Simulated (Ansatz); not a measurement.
# RbNa3Te2: the cost of one run

Computed with Ansatz 0.2.0 (DFT PBE, scalar-relativistic, plane waves, PAW, unless a step's input says otherwise).

### Step 1. Starting point

The structure is trigonal, space group R-3m (No. 166). The conventional cell has a = 6.317 Å, b = 6.317 Å, c = 15.750 Å, α = 90.00°, β = 90.00°, γ = 120.00°. Rb (site symmetry -3m) is surrounded by 6 Na at 3.20 Å and 6 Te at 3.71 Å. Around Na (site symmetry 2/m) lie 4 Na at 3.16 Å and 2 Rb at 3.20 Å and 6 Te at 3.71 to 3.78 Å. Te (site symmetry 3m) is surrounded by 9 Na at 3.71 to 3.78 Å and 3 Rb at 3.71 Å.

As a file:

```
Rb Na Te
1.0
     3.15840    1.82350    5.25005
    -3.15840    1.82350    5.25005
     0.00000   -3.64701    5.25005
Rb Na Te
1 3 2
Direct
  0.50000 0.50000 0.50000
  0.00000 0.50000 0.50000
  0.50000 0.50000 0.00000
  0.50000 0.00000 0.50000
  0.12304 0.12304 0.12304
  0.87696 0.87696 0.87696
```

The cell is invented: species swapped into a database cell of Y2NiRu3 (R-3m, No. 166), with Te on the Y sites, Rb on the Ni sites and Na on the Ru sites. Lengths come from tabulated atomic sizes and are only a guess.

### Step 2. The guess as it stands, on a coarse mesh

The input, input.yaml:

```yaml
crystal:
  lattice:
    - [3.15839964, 1.82350288, 5.25005462]
    - [-3.15839964, 1.82350288, 5.25005462]
    - [0.0, -3.64700576, 5.25005462]
  atoms:
    - { symbol: Rb, position: [0.5, 0.5, 0.5] }
    - { symbol: Na, position: [0.0, 0.5, 0.5] }
    - { symbol: Na, position: [0.5, 0.5, 0.0] }
    - { symbol: Na, position: [0.5, 0.0, 0.5] }
    - { symbol: Te, position: [0.12303883, 0.12303883, 0.12303883] }
    - { symbol: Te, position: [0.87696117, 0.87696117, 0.87696117] }
basis:
  ecutwfc: 420
kpoints:
  mp_grid: { grid: [3, 3, 3] }
hamiltonian:
  xc: pbe
scf:
  occupations: { method: gaussian, width: 0.1 }
  lower_state_search: "off"
output:
  forces: true
  stress: true
  eigenvalues: true
```

On the command line:

```console
> ansatz run input.yaml --threads 1 --pin off --max-ram 2560MiB --backend cpu --events-out ev --progress --plain --runs-dir out
```

**Question.** How long does this run take on 1 thread of Intel Xeon Platinum 8259CL at 2.50GHz (Skylake/Cascade Lake), shared host, and how much memory does it need?

About 3.2 s, with a peak of 0.47 GiB.
